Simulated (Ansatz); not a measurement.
# PdO2F6 (element-swapped structure): how the settings move a single-point run

How sensitive is a single-point run of PdO2F6 (element-swapped structure) to its settings? A reference run comes first, then four runs with altered input.

Method: reference: DFT PBE, plane waves, PAW, scalar-relativistic, no spin polarisation, in Ansatz 0.2.0.

### 1 The starting structure

Symmetry: P-1, No. 2, triclinic system. The conventional cell has a = 4.914 Å, b = 4.939 Å, c = 4.983 Å, α = 101.33°, β = 90.69°, γ = 102.07°. F (site symmetry 1) has 1 Pd at 1.88 Å as nearest neighbours. Pd (site symmetry -1) is surrounded by 6 F at 1.88 Å. O (site symmetry 1) has 1 O at 1.10 Å as nearest neighbours.

Coordinates:

```xyz
9
Lattice="4.9145 0.0000 0.0000 -1.0330 4.8300 0.0000 -0.0601 -1.0139 4.8781" Properties=species:S:1:pos:R:3 pbc="T T T"
F    -0.4224    3.0162    3.3142
F     4.2438    0.7998    1.5639
F     0.5056    4.3980    0.9883
F     3.3157   -0.5820    3.8898
Pd    0.0000    0.0000    0.0000
O     2.1749    1.5040    2.7005
O     1.6465    2.3121    2.1776
F     0.7343    0.6320    4.4396
F     3.0871    3.1841    0.4385
```

### 2 The reference run

The input, input.yaml:

```yaml
crystal:
  lattice:
    - [4.914458, 0.0, 0.0]
    - [-1.032986, 4.829974, 0.0]
    - [-0.06009, -1.013896, 4.878129]
  atoms:
    - { symbol: F, position: [0.0836, 0.7671, 0.6794] }
    - { symbol: F, position: [0.9164, 0.2329, 0.3206] }
    - { symbol: F, position: [0.3057, 0.9531, 0.2026] }
    - { symbol: F, position: [0.6943, 0.0469, 0.7974] }
    - { symbol: Pd, position: [0.0, 0.0, 0.0] }
    - { symbol: O, position: [0.5392, 0.4276, 0.5536] }
    - { symbol: O, position: [0.4608, 0.5724, 0.4464] }
    - { symbol: F, position: [0.2282, 0.3219, 0.9101] }
    - { symbol: F, position: [0.7718, 0.6781, 0.0899] }
kpoints:
  mp_grid: { grid: [4, 4, 4], shift: [0.0, 0.5, 0.5] }
magnetization:
  spin_polarized: false
scf:
  occupations: { method: gaussian, width: 0.0397 }
hamiltonian:
  pseudopotentials: { kind: paw }
  xc: pbe
basis:
  ecutwfc: 420
output:
  forces: true
  stress: true
  eigenvalues: true
```

The run is started by

```
ansatz run input.yaml --threads 1 --pin off --max-ram 2560MiB --backend cpu --events-out ev --progress --plain --runs-dir out
```

### 3 Variant: xc r2scan, accuracy medium

input.yaml: that of step 2 with these lines changed.

```diff
@@ -23,3 +23,3 @@
   pseudopotentials: { kind: paw }
-  xc: pbe
+  xc: r2scan
 basis:
@@ -30 +30,2 @@
   eigenvalues: true
+accuracy: medium
```

### 4 Changing settings: chi_scale 0.1

input.yaml: that of step 2 with these lines changed.

```diff
@@ -21,2 +21,3 @@
   occupations: { method: gaussian, width: 0.0397 }
+  initial_density: { chi_scale: 0.1 }
 hamiltonian:
```

### 5 A run with other settings

input.yaml: that of step 2 with these lines changed.

```diff
@@ -16,3 +16,3 @@
 kpoints:
-  mp_grid: { grid: [4, 4, 4], shift: [0.0, 0.5, 0.5] }
+  mp_grid: { grid: [1, 1, 1], shift: [0.5, 0.5, 0.5] }
 magnetization:
@@ -23,3 +23,3 @@
   pseudopotentials: { kind: paw }
-  xc: pbe
+  xc: rpbe
 basis:
@@ -30 +30,5 @@
   eigenvalues: true
+  write_density: true
+  write_potential: true
+  elf: true
+  volumetric_format: npy
```

### 7 Changed: occupations.method methfessel_paxton, occupations.width 0.3, dispersion d3bj

input.yaml: that of step 2 with these lines changed.

```diff
@@ -20,3 +20,3 @@
 scf:
-  occupations: { method: gaussian, width: 0.0397 }
+  occupations: { method: methfessel_paxton, width: 0.3 }
 hamiltonian:
@@ -24,2 +24,3 @@
   xc: pbe
+  dispersion: d3bj
 basis:
@@ -30 +31,5 @@
   eigenvalues: true
+  write_density: true
+  write_potential: true
+  elf: true
+  volumetric_format: npy
```

(Steps that only read results are left out.)

**Question.** What will these runs give? Wanted: for each run, ending; energy change; pressure; gap; force.

As calculated:

| run | ending | energy change | pressure (GPa) | gap (eV) | force (eV/Å) | cycles | time |
| --- | --- | --- | --- | --- | --- | --- | --- |
| reference | converged | 0 | 5.5 | 0.01 | 4.91 | 10 | 10 s |
| 1: xc r2scan, accuracy medium | converged | not comparable | 0.4 | 0.01 | 3.50 | 16 | 27 s |
| 2: chi_scale 0.1 | converged | 0.0 meV/atom | 5.5 | 0.01 | 4.91 | 19 | 15 s |
| 3: mp_grid.grid [1, 1, 1], mp_grid.shift [0.5, 0.5, 0.5], xc rpbe | converged | not comparable | 10.7 | 0.02 | 5.36 | 24 | 2.6 s |
| 4: occupations.method methfessel_paxton, occupations.width 0.3, dispersion d3bj | converged | -75.9 meV/atom (σ→0) (offset of the dispersion model) | 4.6 | 0.02 | 4.99 | 12 | 13 s |

Times don't compare one to one where runs were asked for different outputs or read a saved state (see the inputs); cycles may leave out searches for a lower state.

Residual by cycle in the longest SCF loop of each run; runs are numbered as in the table. The quantity is the density residual dr2, in eV.

| cycle | reference | run 1 | run 2 | run 3 | run 4 |
| --- | --- | --- | --- | --- | --- |
| 1 | 0.255 | 4.12 | 24 | 6.23 | 1.26 |
| 3 | 0.00801 | 0.498 | 17.7 | 6.4 | 0.0221 |
| 5 | 0.00224 | 1.45 | 54.9 | 0.711 | 0.00144 |
| 7 | 1.3e-4 | 1.51 | 3.67 | 0.449 | 1.5e-4 |
| 9 | 2.6e-6 | 0.0666 | 0.68 | 0.132 | 1.2e-5 |
| 11 | - | 8.9e-5 | 0.107 | 0.0119 | 3.4e-7 |
| 14 | - | 7.9e-6 | 0.00367 | 5.7e-5 | - |
| 16 | - | 9.4e-8 | 2.5e-4 | 1.1e-5 | - |
| 18 | - | - | 1.0e-6 | 1.3e-6 | - |
| 20 | - | - | - | 6.2e-7 | - |
| 22 | - | - | - | 4.1e-7 | - |
| 24 | - | - | - | 6.5e-8 | - |

What this shows: «chi_scale 0.1» leaves the energy as it was. Run 1 ran under the cutoff that the potentials recommend, as the log warns, so basis error is mixed into its values.

The reference is no final answer either: its mesh is coarse for a cell with so small a gap or none; the cell is far from equilibrium (6 GPa, forces up to 4.9 eV/Å), so its values aren't those of the relaxed material; the structure is made up and not relaxed.
